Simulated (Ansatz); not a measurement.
**BrH2InN radical: small, medium and large basis sets**

How large a basis does BrH2InN radical need? Two functionals are run in growing sets.

Program: Ansatz 0.2.0, Gaussian basis. Level of theory: one geometry, several basis sets. These are calculated values, not measurements.

Plan: PBE0-D4/def2-SVP; ωB97M-V/def2-SVP; PBE0-D4/def2-QZVPP; ωB97M-V/def2-QZVPP; the functionals' def2-TZVPP values are taken from earlier runs.

## (1) The geometry

All runs share one geometry, relaxed beforehand with PBE0-D4 in a triple-zeta def2 set. In takes the def2 core potential; no spin-orbit term is included.

SMILES `[NH2][In][Br]`, 5 atoms, charge 0, spin multiplicity 2.

Atoms are counted from 1 here; the program's logs count them from 0.

Bond lengths: N1–In2 2.070 Å, N1–H4 1.017 Å, N1–H5 1.014 Å, In2–Br3 2.517 Å. Angles: In2–N1–H4 110.8°, In2–N1–H5 113.4°, H4–N1–H5 107.5°, N1–In2–Br3 114.0°.

## (2) PBE0-D4 in def2-SVP

in.yaml

```yaml
crystal:
  periodic: [false, false, false]
  atoms:
    - {symbol: N, position_ang: [-0.067143, -0.340697, 0.924611]}
    - {symbol: In, position_ang: [-0.171847, -0.597323, -1.126982]}
    - {symbol: Br, position_ang: [-0.537573, 1.537541, -2.408680]}
    - {symbol: H, position_ang: [0.502958, 0.467733, 1.159056]}
    - {symbol: H, position_ang: [0.323507, -1.140856, 1.410594]}
basis:
  gaussian: {orbitals: def2-SVP}
magnetization: {spin_polarized: true, initial_magnetization: 1}
hamiltonian: {xc: pbe0, dispersion: d4}
output: {orbitals: {seedname: orbitals}}
```

The runs that follow: ωB97M-V in def2-SVP; PBE0-D4 in def2-QZVPP; ωB97M-V in def2-QZVPP.

Before running them: what should the planned runs give, taken together? Wanted: PBE0-D4: double and triple zeta above quadruple; ωB97M-V: double and triple zeta above quadruple.

**Answer**, as computed:

```
                                       quantity           value
PBE0-D4: double and triple zeta above quadruple  12.25, 1.57 eV
ωB97M-V: double and triple zeta above quadruple  12.23, 1.51 eV
```

What this shows: PBE0-D4 gains 10.68 eV from double to triple zeta, then 1.57 eV more. These are total energies; as a rule much of such shifts cancels in differences, which this series doesn't test.
